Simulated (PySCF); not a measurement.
**[La(NH2)4]−: a change of charge**

Aim: at the relaxed geometry of [La(NH2)4]−, try a change of charge. The structure is generated, not taken from experiment.

Program: PySCF 2.14.0. Level of theory: PBE0, La def2-SVP with ECP46, N def2-SVP, H def2-SVP; scalar-relativistic core potentials, no spin–orbit coupling. These are calculated values, not measurements.

1 further run of the same task is left out (for a known fault of the program).

## Step 1: Starting geometry

13 atoms, charge -1, spin multiplicity 1.

Bond lengths: La1–N2 2.400 Å, La1–N5 2.400 Å, La1–N8 2.400 Å, La1–N11 2.400 Å, N2–H3 1.021 Å, N2–H4 1.023 Å, N5–H6 1.023 Å, N5–H7 1.021 Å, N8–H9 1.023 Å, N8–H10 1.021 Å, N11–H12 1.021 Å, N11–H13 1.023 Å. Angles: N2–La1–N5 111.0°, N2–La1–N8 106.4°, N2–La1–N11 111.0°, N5–La1–N8 111.0°, N5–La1–N11 106.4°, N8–La1–N11 111.0°, La1–N2–H3 132.6°, La1–N2–H4 122.2°, H3–N2–H4 104.8°, La1–N5–H6 122.2°, La1–N5–H7 132.6°, H6–N5–H7 104.8°, La1–N8–H9 122.2°, La1–N8–H10 132.6°, H9–N8–H10 104.8°, La1–N11–H12 132.6°, La1–N11–H13 122.2°, H12–N11–H13 104.8°.

Coordinates:

```xyz
13
H8LaN4
La    0.00004    0.00000    0.00000
N     1.43763    1.30842    1.40680
H     1.44500    1.48654    2.41227
H     2.30323    1.72962    1.05986
N    -1.43756   -1.40675    1.30844
H    -2.30304   -1.05946    1.72979
H    -1.44529   -2.41215    1.48654
N     1.43763   -1.30842   -1.40680
H     2.30323   -1.72962   -1.05986
H     1.44500   -1.48654   -2.41227
N    -1.43756    1.40675   -1.30844
H    -1.44529    2.41215   -1.48654
H    -2.30304    1.05946   -1.72979
```

Formal oxidation states: La +3. An earlier session relaxed this geometry at PBE0, La def2-SVP with ECP46, N def2-SVP, H def2-SVP (singlet, point group S4).

Its energy there is -255.096164 Eh.

## Step 2: One electron removed, multiplicity 2

Contents of run.py (the lines that set the calculation):

```python
mol = gto.M(atom='''
La     0.00004     0.00000     0.00000
N      1.43763     1.30842     1.40680
H      1.44500     1.48654     2.41227
H      2.30323     1.72962     1.05986
N     -1.43756    -1.40675     1.30844
H     -2.30304    -1.05946     1.72979
H     -1.44529    -2.41215     1.48654
N      1.43763    -1.30842    -1.40680
H      2.30323    -1.72962    -1.05986
H      1.44500    -1.48654    -2.41227
N     -1.43756     1.40675    -1.30844
H     -1.44529     2.41215    -1.48654
H     -2.30304     1.05946    -1.72979''',
    basis={'La': 'def2-SVP', 'N': 'def2-SVP', 'H': 'def2-SVP'},
    ecp={'La': 'def2-SVP'},
    charge=0, spin=1)
mf = dft.UKS(mol, xc='PBE0')
mf.grids.atom_grid = (50, 194)  # f atoms: unpruned, at least (60, 302)
mf = mf.density_fit()  # fitting sets: La def2-universal-JKFIT, N def2-universal-JKFIT, H def2-universal-JKFIT
mf.conv_tol = 1e-08; mf.max_cycle = 55
mf.kernel(dm0)  # dm0: the density of the relaxed state
```

On the command line:

```
> OMP_NUM_THREADS=2 python run.py
```

The log of the run:

```text
init E= -255.101809932983
cycle= 1 E= -254.959447253597  delta_E= 0.142  |g|= 0.227  |ddm|= 0.637
  HOMO = -0.223548242576  LUMO = -0.200125962326  gap/eV = 0.63735
cycle= 2 E= -254.833496435846  delta_E= 0.126  |g|= 0.549  |ddm|= 0.882
  HOMO = -0.218008390611  LUMO = -0.184306176623  gap/eV = 0.91708
cycle= 3 E= -254.968262640742  delta_E= -0.135  |g|= 0.215  |ddm|= 0.76
  HOMO = -0.198388686996  LUMO = -0.172783483936  gap/eV = 0.69675
cycle= 4 E= -254.991373205051  delta_E= -0.0231  |g|= 0.0694  |ddm|= 0.348
  HOMO = -0.196940111365  LUMO = -0.163493438911  gap/eV = 0.91013
cycle= 5 E= -254.994248653105  delta_E= -0.00288  |g|= 0.0118  |ddm|= 0.0807
  HOMO = -0.196561241071  LUMO = -0.16147742592  gap/eV = 0.95468
cycle= 6 E= -254.994299830491  delta_E= -5.12e-05  |g|= 0.0125  |ddm|= 0.0256
  HOMO = -0.195915150644  LUMO = -0.16087900157  gap/eV = 0.95338
cycle= 7 E= -254.994365878747  delta_E= -6.6e-05  |g|= 0.00925  |ddm|= 0.0152
  HOMO = -0.195803170538  LUMO = -0.160850715279  gap/eV = 0.95110
cycle= 8 E= -254.994405722833  delta_E= -3.98e-05  |g|= 0.00548  |ddm|= 0.00821
  HOMO = -0.195838021191  LUMO = -0.160776658576  gap/eV = 0.95407
cycle= 9 E= -254.994422578034  delta_E= -1.69e-05  |g|= 0.00341  |ddm|= 0.0107
  HOMO = -0.195845454635  LUMO = -0.160740295126  gap/eV = 0.95526
cycle= 10 E= -254.9944304788  delta_E= -7.9e-06  |g|= 0.00103  |ddm|= 0.00729
  HOMO = -0.195831294668  LUMO = -0.16073239748  gap/eV = 0.95509
cycle= 11 E= -254.994431225962  delta_E= -7.47e-07  |g|= 0.000124  |ddm|= 0.00242
  HOMO = -0.195833678808  LUMO = -0.160733421762  gap/eV = 0.95513
cycle= 12 E= -254.994431238626  delta_E= -1.27e-08  |g|= 9.7e-06  |ddm|= 0.000408
  HOMO = -0.195834762382  LUMO = -0.160733009958  gap/eV = 0.95517
cycle= 13 E= -254.994431238632  delta_E= -5.57e-12  |g|= 1.15e-05  |ddm|= 4.41e-05
  HOMO = -0.195834895191  LUMO = -0.160733297369  gap/eV = 0.95516
Extra cycle  E= -254.994431237222  delta_E= 1.41e-09  |g|= 4.97e-05  |ddm|= 7.29e-05
converged SCF energy = -254.994431237222  <S^2> = 0.77107763  2S+1 = 2.0209677
```

Run time: 8.5 s. Hardware: 2 threads of Arm Neoverse V2, shared host.

Read off: E = -254.994431 Eh (+2.768 eV from the relaxed state), HOMO -5.33 eV, LUMO -4.37 eV (over both spins), ⟨S²⟩ = 0.771, Mulliken charge on La1 +0.95 e. 

## Step 3: The states side by side

| state | energy from the relaxed state (eV) | ⟨S²⟩ | time |
| --- | --- | --- | --- |
| charge -1, singlet, vacuum (relaxed) | 0 | 0.00 |  |
| charge 0, doublet, vacuum | 2.77 | 0.77 | 8.5 s |

An electron taken off or put on is at rest in vacuum. 

Removing an electron vertically costs 2.77 eV (doublet), against −HOMO = 1.19 eV. These are double-zeta-type bases without diffuse functions. Spin–orbit coupling is left out.
